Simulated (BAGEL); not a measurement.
**UHF/STO-3G (density fitting with qzvpp-jkfit) run of BGeNH5 (SMILES B[N][GeH3])**

What is the vertical doublet–quartet gap of BGeNH5 at UHF/STO-3G (density fitting with qzvpp-jkfit)? 

The calculation is run with BAGEL 1.2.2.

1 further run of the same task is left out (set aside as unsound or not needed).

## (1) The structure to begin with

BGeNH5: 8 atoms, total charge 0, spin state doublet. SMILES: `B[N][GeH3]`. Geometry: relaxed at PBE0-D4/def2-TZVP.

Bond lengths: B1–N2 1.338 Å, N2–Ge3 1.820 Å, B1–H4 1.208 Å, B1–H5 1.208 Å, Ge3–H6 1.535 Å, Ge3–H7 1.534 Å, Ge3–H8 1.536 Å. Angles: B1–N2–Ge3 177.0°, N2–B1–H4 120.1°, N2–B1–H5 120.4°, N2–Ge3–H6 108.1°, N2–Ge3–H7 109.2°, N2–Ge3–H8 106.3°, H4–B1–H5 119.6°, H6–Ge3–H7 111.1°, H6–Ge3–H8 110.9°, H7–Ge3–H8 111.0°.

## (2) A single-point energy at UHF/STO-3G (density fitting with qzvpp-jkfit)

File input.json:

```json
{ "bagel" : [

{
  "title" : "molecule",
  "basis" : "sto-3g",
  "df_basis" : "qzvpp-jkfit",
  "angstrom" : "true",
  "geometry" : [
    { "atom" : "B", "xyz" : [   -0.810700,    1.044200,   -1.169800 ] },
    { "atom" : "N", "xyz" : [   -0.148400,    0.268000,   -0.304200 ] },
    { "atom" : "Ge", "xyz" : [    0.669800,   -0.823400,    0.900500 ] },
    { "atom" : "H", "xyz" : [   -1.752600,    0.600200,   -1.782900 ] },
    { "atom" : "H", "xyz" : [   -0.471400,    2.189900,   -1.345900 ] },
    { "atom" : "H", "xyz" : [    0.832900,   -0.046400,    2.213800 ] },
    { "atom" : "H", "xyz" : [    2.031700,   -1.257900,    0.343400 ] },
    { "atom" : "H", "xyz" : [   -0.259000,   -2.031700,    1.089300 ] }
  ]
},
{ "title" : "uhf", "nopen" : 1 },
{ "title" : "print", "file" : "orbitals.molden", "orbitals" : "true" }

]}
```

Command:

```bash
$ BAGEL_NUM_THREADS=1 BAGEL input.json > input.out
```

Output:

```text
* using 1 threads per process

  ===============================================================
  ===============================================================

  *** Geometry ***

  { "atom" : "B", "xyz" : [     -1.532001,      1.973252,     -2.210602 ] },
  { "atom" : "N", "xyz" : [     -0.280435,      0.506447,     -0.574855 ] },
  { "atom" : "Ge", "xyz" : [      1.265739,     -1.556000,      1.701698 ] },
  { "atom" : "H", "xyz" : [     -3.311934,      1.134214,     -3.369193 ] },
  { "atom" : "H", "xyz" : [     -0.890817,      4.138311,     -2.543382 ] },
  { "atom" : "H", "xyz" : [      1.573953,     -0.087683,      4.183476 ] },
  { "atom" : "H", "xyz" : [      3.839357,     -2.377086,      0.648932 ] },
  { "atom" : "H", "xyz" : [     -0.489439,     -3.839357,      2.058479 ] },

  Number of auxiliary basis functions:      508

  Since a DF basis is specified, we compute 2- and 3-index integrals:
    o Being stored without compression. Storage requirement is 0.004 GB

  Number of basis functions:       33
  Number of electrons      :       49

    * METHOD: MOLECULE                             0.27

  *** Open-shell HF ***

  === Nuclear Repulsion ===
   162.9940641148

      * DIIS with orbital gradients will be used.

  === UHF iteration (sto-3g) ===
      0      -2132.71898633          0.02235241           0.06
      1      -2132.77809790          0.00997988           0.06
      2      -2132.79007022          0.00440572           0.06
      3      -2132.79241336          0.00144126           0.06
      4      -2132.79332251          0.00017521           0.06
      5      -2132.79347633          0.00004466           0.06
      6      -2132.79352433          0.00003005           0.06
      7      -2132.79353819          0.00002854           0.06
      8      -2132.79360209          0.00001141           0.07
      9      -2132.79360219          0.00000724           0.06
     10      -2132.79360233          0.00000182           0.06
     11      -2132.79360244          0.00000134           0.07
     12      -2132.79360250          0.00000111           0.06
     13      -2132.79360257          0.00000022           0.06
     14      -2132.79360257          0.00000009           0.08
     15      -2132.79360257          0.00000004           0.06
     16      -2132.79360257          0.00000003           0.06
     17      -2132.79360257          0.00000001           0.06
     18      -2132.79360257          0.00000000           0.06
    * SCF iteration converged.

    * S^2 (UHF) is 0.7818

    * Permanent dipole moment:
           (   -0.504463,     0.639192,    -0.718230) a.u.

    * METHOD: UHF                                  1.35

    * METHOD: PRINT                                0.00

  ===============================================================
```

It took 1.9 s on 1 thread of Intel Xeon Platinum 8259CL at 2.50GHz (Skylake/Cascade Lake), shared host; peak memory 0.08 GiB.

## (3) The quartet

File input.json:

```json
{ "bagel": [

{
  "title": "molecule",
  "basis": "sto-3g",
  "df_basis": "qzvpp-jkfit",
  "angstrom": true,
  "geometry": [
    { "atom": "B", "xyz": [      -0.810700,       1.044200,      -1.169800 ] },
    { "atom": "N", "xyz": [      -0.148400,       0.268000,      -0.304200 ] },
    { "atom": "Ge", "xyz": [       0.669800,      -0.823400,       0.900500 ] },
    { "atom": "H", "xyz": [      -1.752600,       0.600200,      -1.782900 ] },
    { "atom": "H", "xyz": [      -0.471400,       2.189900,      -1.345900 ] },
    { "atom": "H", "xyz": [       0.832900,      -0.046400,       2.213800 ] },
    { "atom": "H", "xyz": [       2.031700,      -1.257900,       0.343400 ] },
    { "atom": "H", "xyz": [      -0.259000,      -2.031700,       1.089300 ] }
  ]
},

{
  "title": "uhf",
  "nopen": 3
},

{
  "title": "print",
  "file": "orbitals.molden",
  "orbitals": true
}

]}
```

Command:

```bash
$ BAGEL_NUM_THREADS=1 BAGEL input.json > input.out
```

Output:

```text
* using 1 threads per process

  ===============================================================
  ===============================================================

  *** Geometry ***

  { "atom" : "B", "xyz" : [     -1.532001,      1.973252,     -2.210602 ] },
  { "atom" : "N", "xyz" : [     -0.280435,      0.506447,     -0.574855 ] },
  { "atom" : "Ge", "xyz" : [      1.265739,     -1.556000,      1.701698 ] },
  { "atom" : "H", "xyz" : [     -3.311934,      1.134214,     -3.369193 ] },
  { "atom" : "H", "xyz" : [     -0.890817,      4.138311,     -2.543382 ] },
  { "atom" : "H", "xyz" : [      1.573953,     -0.087683,      4.183476 ] },
  { "atom" : "H", "xyz" : [      3.839357,     -2.377086,      0.648932 ] },
  { "atom" : "H", "xyz" : [     -0.489439,     -3.839357,      2.058479 ] },

  Number of auxiliary basis functions:      508

  Since a DF basis is specified, we compute 2- and 3-index integrals:
    o Being stored without compression. Storage requirement is 0.004 GB

  Number of basis functions:       33
  Number of electrons      :       49

    * METHOD: MOLECULE                             0.33

  *** Open-shell HF ***

  === Nuclear Repulsion ===
   162.9940641148

      * DIIS with orbital gradients will be used.

  === UHF iteration (sto-3g) ===
      0      -2132.47266911          0.02171407           0.07
      1      -2132.56126055          0.00707839           0.06
      2      -2132.57396931          0.00287099           0.06
      3      -2132.57684201          0.00094060           0.06
      4      -2132.57728920          0.00046530           0.07
      5      -2132.57747141          0.00008269           0.06
      6      -2132.57748462          0.00001585           0.06
      7      -2132.57748662          0.00000587           0.06
      8      -2132.57748709          0.00000174           0.06
      9      -2132.57748715          0.00000041           0.06
     10      -2132.57748715          0.00000014           0.06
     11      -2132.57748715          0.00000006           0.06
     12      -2132.57748715          0.00000002           0.06
     13      -2132.57748715          0.00000001           0.06
    * SCF iteration converged.

    * S^2 (UHF) is 3.7746

    * Permanent dipole moment:
           (   -1.237721,     1.493639,    -1.663426) a.u.

    * METHOD: UHF                                  1.11

    * METHOD: PRINT                                0.00

  ===============================================================
```

Wall time 1.8 s (1 thread of Intel Xeon Platinum 8259CL at 2.50GHz (Skylake/Cascade Lake), shared host); peak memory 0.08 GiB.

## (4) Summary of results

Level: UHF/STO-3G (density fitting with qzvpp-jkfit).

| quantity | value |
| --- | --- |
| doublet: total energy | -2132.79360 Eh |
| doublet: dipole moment | 2.76 D |
| doublet: ⟨S²⟩ | 0.782 |
| quartet: total energy | -2132.57749 Eh |
| quartet: dipole moment | 6.50 D |
| quartet: ⟨S²⟩ | 3.775 |
| vertical energy of the quartet above the doublet | 5.881 eV |

What this shows: At this shape the quartet lies 5.88 eV (136 kcal/mol) above the doublet. In a minimal basis such a difference can be off by several eV, whatever the method.
